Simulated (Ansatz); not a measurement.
What does this script print? It uses Ansatz's Python interface.

Script `spin.py`:
```python
"""Vertical spin-state energies of C2H7ClSi."""

import ansatz


def main() -> None:
    system = (
        ansatz.Crystal.molecule()
        .atom("C", [0.0893, 1.4235, 0.048])
        .atom("C", [-0.6509, 0.107, 0.0764])
        .atom("Si", [0.4436, -1.364, -0.1176])
        .atom("Cl", [-0.567, -3.07, -0.0254])
        .atom("H", [-0.6958, 2.2616, 0.1322])
        .atom("H", [0.5616, 1.6402, -0.9163])
        .atom("H", [0.8007, 1.5724, 0.8479])
        .atom("H", [-1.1524, 0.0424, 1.0187])
        .atom("H", [-1.3972, 0.096, -0.6757])
        .atom("H", [1.1771, -1.3453, -1.3906])
        .atom("H", [1.4562, -1.4208, 1.023])
    )

    calculation = (
        system.calculation()
        .basis(gaussian="def2-SVP")
        .functional("PBE", dispersion="d4")
    )
    found = {}
    for unpaired in [0, 2]:
        summary = calculation.spin("collinear", total=unpaired).run().report
        s = unpaired / 2
        found[unpaired] = summary["free_energy_ev"]
        print(f"2S+1 = {unpaired + 1}: E = {found[unpaired]:.5f} eV, <S^2> = {abs(summary['mean_field']['state']['spin_squared']):.3f} (pure state {s * (s + 1):.2f})")
    lowest = min(found, key=found.get)
    for unpaired, e in found.items():
        print(f"multiplicity {unpaired + 1}: {23.060548 * (e - found[lowest]):.1f} kcal/mol above the lowest")


if __name__ == "__main__":
    main()
```

Running `python spin.py` prints:
```text
2S+1 = 1: E = -22569.32452 eV, <S^2> = 0.000 (pure state 0.00)
2S+1 = 3: E = -22562.41625 eV, <S^2> = 2.002 (pure state 2.00)
multiplicity 1: 0.0 kcal/mol above the lowest
multiplicity 3: 159.3 kcal/mol above the lowest
```

In order: multiplicity 1 (+0.00 eV) and multiplicity 3 (+6.91 eV), all at the one geometry.

What to keep in mind:
- Total energies depend on the basis set; only differences at equal settings carry meaning.
- The geometry is a force-field or estimated start, not a minimum of this method, and the basis set is short of its limit. All parts are taken at fixed geometry, without zero-point energy.
- Wall time of the script: 23 s on 1 thread of Arm Neoverse V1, on a shared host, peak memory 0.29 GiB.
